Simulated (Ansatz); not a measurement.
# FePt: the cost of one run

Method: DFT PBE+U, scalar-relativistic, plane waves, PAW, in Ansatz 0.2.0.

## Step 1: The structure to begin with

It takes space group P4/mmm (No. 123, tetragonal). Conventional cell: a = 2.724 Å, b = 2.724 Å, c = 3.720 Å, α = 90.00°, β = 90.00°, γ = 90.00°. Around Fe (site symmetry 4/mmm) lie 8 Pt at 2.68 Å and 4 Fe at 2.72 Å. Pt (site symmetry 4/mmm) is surrounded by 8 Fe at 2.68 Å and 4 Pt at 2.72 Å.

As a file:

```
Fe Pt
1.0
     2.72350    0.00000    0.00000
     0.00000    2.72350    0.00000
     0.00000    0.00000    3.72000
Fe Pt
1 1
Direct
  0.00000 0.00000 0.00000
  0.50000 0.50000 0.50000
```

The structure rests on an entry of the Crystallography Open Database; cell or positions may have been set otherwise for this series.

## Step 2: Single point: FePt, moments ++

Contents of input.yaml:

```yaml
crystal:
  lattice:
    - [2.7235, 0.0, 0.0]
    - [0.0, 2.7235, 0.0]
    - [0.0, 0.0, 3.72]
  atoms:
    - { symbol: Fe, position: [0.0, 0.0, 0.0], spin: 3.0 }
    - { symbol: Pt, position: [0.5, 0.5, 0.5], spin: 0.3 }
magnetization:
  spin_polarized: true
scf:
  occupations: { method: fermi_dirac, width: 0.05 }
output:
  forces: true
  stress: true
  populations: true
  eigenstates:
    nscf_kmesh: { grid: [24, 24, 18] }
    top_band: c30
    magnetocrystalline_anisotropy: {}
  write_density: true
  write_potential: true
  elf: true
  volumetric_format: npy
hamiltonian:
  hubbard: { sites: [{ species: Fe, l: d, u_eff: 2.0 }] }
  xc: pbe
kpoints:
  mp_grid: { grid: [16, 16, 12] }
```

Run with:

```
$ ansatz run input.yaml --threads 2 --pin off --max-ram 6144MiB --backend cpu --events-out ev --progress --plain --runs-dir out
```

What time and memory should one allow on 2 threads of Arm Neoverse V1, shared host?

About 2.1 min, with a peak of 1.5 GiB.
